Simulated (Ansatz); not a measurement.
# Hf: the cost of one run

Method: DFT PBEsol, scalar-relativistic, plane waves, PAW, in Ansatz 0.2.0.

### Step 1. The system as given

The structure is hexagonal, space group P6_3/mmc (No. 194). The conventional cell has a = 3.197 Å, b = 3.197 Å, c = 5.058 Å, α = 90.00°, β = 90.00°, γ = 120.00°. Hf (site symmetry -6m2) has 12 Hf at 3.13 to 3.20 Å in its first shell of neighbours.

Coordinates:

```xyz
2
Lattice="3.1967 0.0000 0.0000 -1.5983 2.7684 0.0000 0.0000 0.0000 5.0578" Properties=species:S:1:pos:R:3 pbc="T T T"
Hf    0.0000    1.8456    1.2645
Hf    1.5983    0.9228    3.7934
```

The cell is taken as given, not relaxed at this level.

### Step 2. The reference cell

The reference gives a free energy of -31196.0409 eV, pressure -3.76 GPa, largest force 0.000 eV/Å and gap on the mesh none (metal). It was computed beforehand with the settings of the runs below.

### Step 3. Setting up energy and stress against strain

The cell is strained by ε times the Voigt pattern (1, -1, 0, 0, 0, 0) (xx, yy, zz, yz, xz, xy; engineering shear), with fractional coordinates fixed (clamped ions). The stress on the pattern is the sum of the stress components weighted by it, tension positive.

### Step 4. Point ε = -0.1500

The input, input.yaml:

```yaml
crystal:
  lattice:
    - [2.7171937456, 0.0, 0.0]
    - [-1.3585968728, 3.1836854497, 0.0]
    - [0.0, 0.0, 5.0578]
  atoms:
    - { symbol: Hf, position: [0.3333333333, 0.6666666667, 0.25] }
    - { symbol: Hf, position: [0.6666666667, 0.3333333333, 0.75] }
basis:
  ecutwfc: 420
kpoints:
  mp_grid: { grid: [18, 18, 10] }
hamiltonian:
  xc: pbesol
scf:
  occupations: { method: gaussian, width: 0.15 }
output:
  forces: true
  stress: true
  eigenvalues: true
```

The run is started by

```console
> ansatz run input.yaml --threads 1 --pin off --max-ram 2560MiB --backend cpu --events-out ev --progress --plain --runs-dir out
```

**Question.** How long does this run take on 1 thread of Arm Neoverse V2, shared host, and how much memory does it need?

About 27 s, with a peak of 0.74 GiB.
